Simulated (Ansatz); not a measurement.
# SiGeH₄ (triplet): wave-function methods side by side at distance Ge1–H5 along a hydrogen transfer = 1.534 Å, cc-pVDZ

An exercise on one series of results from a longer session: the logs are not shown, and one member is left open.

The runs use Ansatz 0.2.0, Gaussian basis; cc-pVDZ, core rule «outside noble gas», up to 19 orbitals frozen.

To be run: UHF; CCSD(T) on ROHF; CCSD(T) on UHF; BCCD(T) on ROHF; CISD; CCSDT(Q) on ROHF; CCSDT(Q) on UHF; CASSCF and MRCISD+Q, 4 electrons in 4 orbitals; CASSCF and NEVPT2, 4 electrons in 4 orbitals.

15 further runs of the same task are left out: 13 that didn't finish, 2 set aside as unsound or not needed.

## What is computed

The geometry derives from fragments relaxed apart (PBE0/def2-TZVP) and kept rigid, so it is no stationary point. A hydrogen atom is moved between rigid fragments. No spin-orbit coupling is included. The filled d shell of Ge may be among the frozen orbitals whatever the setting's name suggests; the logs give the count.

6 atoms, charge 0, spin multiplicity 3.

Atoms are counted from 1 here; the program's logs count them from 0.

Bond lengths: Ge1–H2 1.534 Å, Ge1–H3 1.534 Å, Ge1–H4 1.534 Å, Ge1–H5 1.534 Å. Angles: H2–Ge1–H3 109.5°, H2–Ge1–H4 109.5°, H2–Ge1–H5 109.5°, H3–Ge1–H4 109.5°, H3–Ge1–H5 109.5°, H4–Ge1–H5 109.5°.

The first run:

in.yaml

```yaml
crystal:
  periodic: [false, false, false]
  atoms:
    - {symbol: Ge, position_ang: [-1.011544, 0.000000, 0.000000]}
    - {symbol: H, position_ang: [-1.522994, 1.446599, 0.000000]}
    - {symbol: H, position_ang: [-1.522994, -0.723300, 1.252792]}
    - {symbol: H, position_ang: [-1.522994, -0.723299, -1.252792]}
    - {symbol: H, position_ang: [0.522806, 0.000000, 0.000000]}
    - {symbol: Si, position_ang: [2.761456, 0.000000, 0.000000]}
basis:
  gaussian: {orbitals: cc-pVDZ}
magnetization: {spin_polarized: true, initial_magnetization: 2}
hamiltonian: {xc: hf}
output: {orbitals: {seedname: orbitals}}
```

Command:

```sh
> ansatz run in.yaml --threads 1 --pin off --events-out ev --progress --plain --max-ram 2393MiB
```

Steps of the session up to this table: UHF; CCSD(T) on ROHF; CCSD(T) on UHF; BCCD(T) on ROHF; CISD; CCSDT(Q) on ROHF; CCSDT(Q) on UHF; CASSCF and MRCISD+Q, 4 electrons in 4 orbitals; CASSCF and NEVPT2, 4 electrons in 4 orbitals.

One of the session's tables, all rows but one given; the rest of the session is left out.

| method | from UCCSDT(Q) (kcal/mol) |
| --- | --- |
| ROHF | +137.29 |
| UHF | +134.77 |
| RMP2 | +33.30 |
| UMP2 | +33.26 |
| CISD | +15.10 |
| RCCSD | +3.32 |
| UCCSD | +3.25 |
| RCCSD(T) | ? |
| UCCSD(T) | +0.74 |
| BCCD(T) | +0.74 |
| RCCSDT | +0.09 |
| UCCSDT | +0.08 |
| RCCSDT(Q) | 0.00 |
| UCCSDT(Q) | 0 |
| CASSCF pair | +128.48 |
| MRCISD pair | +13.42 |
| MRCISD+Q pair | -0.09 |

**Question.** Estimate the row for RCCSD(T).

**Answer.** from UCCSDT(Q) (kcal/mol): +0.75. In the column «from UCCSDT(Q) (kcal/mol)» it lies between BCCD(T) (+0.74) and UCCSD (+3.25).

Not comparable, so not listed: CASSCF and NEVPT2, 4 electrons in 4 orbitals (they don't share determinant, frozen orbitals or solution with the rows shown, or repeat one).

Caveats from the session: Restricted and unrestricted rows rest on different reference determinants; where their highest levels disagree by more than a few hundredths of an eV, they describe different states and don't form one ladder. Warnings in the runs' records: passed over end.
